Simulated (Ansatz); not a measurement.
# RuH (doublet): the correlation ladder, def2-QZVPP

One table from this session's results is given with a row withheld; the runs are named, their logs left out.

Program: Ansatz 0.2.0, Gaussian basis. Level of theory: def2-QZVPP, core rule «outside noble gas», up to 4 orbitals frozen. These are calculated values, not measurements.

To be run: UHF; ROHF; CCSD(T) on UHF.

## What is computed

The geometry is a PBE0/def2-TZVP stationary point (not a proven minimum) of the parent state, kept for this charge and spin. No spin-orbit coupling is included. Elements past krypton take def2 core potentials.

2 atoms, charge 0, spin multiplicity 2.

Atoms are counted from 1 here; the program's logs count them from 0.

Bond lengths: Ru1–H2 1.589 Å.

The first run:

Input file in.yaml:

```yaml
crystal:
  periodic: [false, false, false]
  atoms:
    - {symbol: Ru, position_ang: [0.000000, 0.000000, 0.000000]}
    - {symbol: H, position_ang: [0.000000, 0.000000, 1.589200]}
basis:
  gaussian: {orbitals: "def2-QZVPP.json"}
magnetization: {spin_polarized: true, initial_magnetization: 1}
hamiltonian: {xc: hf}
output: {orbitals: {seedname: orbitals}}
```

Launch:

```bash
$ ansatz run in.yaml --threads 1 --pin off --events-out ev --progress --plain --max-ram 2816MiB --backend cpu
```

Among the steps run: UHF; ROHF; CCSD(T) on UHF.

One of the session's tables, all rows but one given; the rest of the session is left out.

| method | from UCCSD(T) (kJ/mol) |
| --- | --- |
| ROHF | +807.1 |
| UHF | ? |
| UMP2 | +69.5 |
| UCCSD | +45.7 |
| UCCSD(T) | 0 |

Estimate the missing values for UHF.

The run gave: from UCCSD(T) (kJ/mol): +729.8. In the column «from UCCSD(T) (kJ/mol)» it lies between UMP2 (+69.5) and ROHF (+807.1).

The program flags UCCSD(T) as in doubt (see the logs), so the zero of the table is itself unsure.

To keep in mind: The determinant of HF (⟨S²⟩ 1.74) is far from a pure spin state, so its energy mixes those of several spin states; that is harmless only where they are near-degenerate. The determinant of CCSD(T) (⟨S²⟩ 1.74) is far from a pure spin state, so its energy mixes those of several spin states; high orders of coupled cluster remove much of that, low ones don't. The program flags UCCSD(T) as in doubt, so the zero of the table is itself unsure.
